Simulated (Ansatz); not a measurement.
# FH3O2SeSi: the cost of one run

The runs use Ansatz 0.2.0, Gaussian basis; the settings change from run to run.

### 1 The geometry

An earlier PBE0-D4 in a triple-zeta def2 set relaxation fixed the geometry.

SMILES `O[Si](O)(F)[SeH]`, 8 atoms, charge 0, spin multiplicity 1.

Atoms are counted from 1 here; the program's logs count them from 0.

Bond lengths: O1–Si2 1.628 Å, O1–H6 0.958 Å, Si2–O3 1.619 Å, Si2–F4 1.590 Å, Si2–Se5 2.258 Å, O3–H7 0.960 Å, Se5–H8 1.468 Å. Angles: Si2–O1–H6 118.4°, O1–Si2–O3 106.4°, O1–Si2–F4 109.2°, O1–Si2–Se5 114.7°, O3–Si2–F4 111.2°, O3–Si2–Se5 109.1°, F4–Si2–Se5 106.3°, Si2–O3–H7 116.9°, Si2–Se5–H8 91.3°.

Coordinates:

```csv
atom,x (Å),y (Å),z (Å)
O1,-0.1159,1.5011,-0.3722
Si2,0.1785,-0.0833,-0.1398
O3,1.7761,-0.2244,0.0808
F4,-0.2987,-0.8958,-1.4205
Se5,-0.8961,-0.9945,1.6247
H6,-1.0254,1.8025,-0.3628
H7,2.3206,0.5126,-0.2037
H8,-1.8470,-1.6753,0.7377
```

### 2 SPW92/cc-pVTZ-DK

This run has charge +1, multiplicity 2, coordinates scaled by 1.05.

in.yaml

```yaml
crystal:
  periodic: [false, false, false]
  atoms:
    - {symbol: O, position_ang: [-0.121744, 1.576180, -0.390788]}
    - {symbol: Si, position_ang: [0.187439, -0.087415, -0.146838]}
    - {symbol: O, position_ang: [1.864877, -0.235617, 0.084852]}
    - {symbol: F, position_ang: [-0.313651, -0.940640, -1.491489]}
    - {symbol: Se, position_ang: [-0.940861, -1.044232, 1.705900]}
    - {symbol: H, position_ang: [-1.076715, 1.892625, -0.380920]}
    - {symbol: H, position_ang: [2.436646, 0.538263, -0.213879]}
    - {symbol: H, position_ang: [-1.939390, -1.759117, 0.774570]}
basis:
  gaussian: {orbitals: cc-pVTZ-DK}
total_charge: 1
magnetization: {spin_polarized: true, initial_magnetization: 1}
hamiltonian: {xc: {name: SPW92}}
output: {forces: true}
```

Launch:

```console
$ ansatz run in.yaml --threads 4 --pin off --events-out ev --progress --plain --max-ram 10444MiB
```

Q: Estimate wall time and peak memory on 4 threads of Arm Neoverse V1, shared host.

About 4.9 s, with a peak of 0.4 GiB.
